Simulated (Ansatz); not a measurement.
# MgSi6C6: the cost of one run

Program: Ansatz 0.2.0. Level of theory: DFT PBE, scalar-relativistic, plane waves, PAW. These are calculated values, not measurements.

## 1. The starting structure

The structure is triclinic, space group P1 (No. 1). Conventional cell: a = 5.056 Å, b = 5.056 Å, c = 7.697 Å, α = 90.00°, β = 90.00°, γ = 108.16°. Mg (site symmetry 1) has 7 C at 2.81 to 3.22 Å and 7 Si at 2.81 to 3.22 Å as nearest neighbours. Si (site symmetry 1) is surrounded by 1 C at 1.75 Å and 2 Si at 1.75 Å. Si (site symmetry 1) has 2 Si at 1.75 Å and 1 C at 1.75 Å as nearest neighbours. Around Si (site symmetry 1) lie 1 Si at 1.75 Å and 2 C at 1.75 Å. Si (site symmetry 1) is surrounded by 2 C at 1.75 Å and 1 Si at 1.75 Å. C (site symmetry 1) has 1 C at 1.75 Å and 2 Si at 1.75 Å as nearest neighbours. Only part of the 13 independent sites is listed.

As a file:

```xyz
13
Lattice="5.0562 0.0000 0.0000 -1.5756 4.8044 0.0000 0.0000 0.0000 7.6969" Properties=species:S:1:pos:R:3 pbc="T T T"
Mg    1.1601    1.6013    5.7727
Si    3.1938    0.3940    4.2590
Si    3.1938    0.3940    7.2863
Si    0.2867    4.4104    3.4379
Si    4.1014    1.6468    0.4106
Si    2.2143    4.5493    5.7727
Si    1.2662    0.2551    1.9242
C     0.2867    4.4104    0.4106
C     4.1014    1.6468    3.4379
C    -0.6209    3.1576    7.2863
C    -0.6209    3.1576    4.2590
C     3.6328    3.5217    5.7727
C    -0.1522    1.2827    1.9242
```

A structure generator made this guess: 3-connected net, two elements spread over the vertices, guests in its cages (P1, No. 1). Lengths come from tabulated atomic sizes and are only a guess.

## 2. Probe: one point on a coarse mesh

input.yaml reads:

```yaml
crystal:
  lattice:
    - [5.05616463, 0.0, 0.0]
    - [-1.5755975, 4.80440353, 0.0]
    - [0.0, 0.0, 7.69686903]
  atoms:
    - { symbol: Mg, position: [0.3333, 0.3333, 0.75] }
    - { symbol: Si, position: [0.65722855, 0.08201197, 0.55334155] }
    - { symbol: Si, position: [0.65722855, 0.08201197, 0.94665845] }
    - { symbol: Si, position: [0.34277145, 0.91798803, 0.44665845] }
    - { symbol: Si, position: [0.91798803, 0.34277145, 0.05334155] }
    - { symbol: Si, position: [0.73302281, 0.9469049, 0.75] }
    - { symbol: Si, position: [0.26697719, 0.0530951, 0.25] }
    - { symbol: C, position: [0.34277145, 0.91798803, 0.05334155] }
    - { symbol: C, position: [0.91798803, 0.34277145, 0.44665845] }
    - { symbol: C, position: [0.08201197, 0.65722855, 0.94665845] }
    - { symbol: C, position: [0.08201197, 0.65722855, 0.55334155] }
    - { symbol: C, position: [0.9469049, 0.73302281, 0.75] }
    - { symbol: C, position: [0.0530951, 0.26697719, 0.25] }
basis:
  ecutwfc: 420
kpoints:
  mp_grid: { grid: [4, 4, 2] }
hamiltonian:
  xc: pbe
scf:
  occupations: { method: gaussian, width: 0.1 }
  lower_state_search: "off"
output:
  forces: true
  stress: true
  eigenvalues: true
```

Launch:

```sh
ansatz run input.yaml --threads 1 --pin off --max-ram 2560MiB --backend cpu --events-out ev --progress --plain --runs-dir out
```

**Question.** How long does this run take on 1 thread of Arm Neoverse V2, shared host, and how much memory does it need?

About 10 s, with a peak of 0.41 GiB.
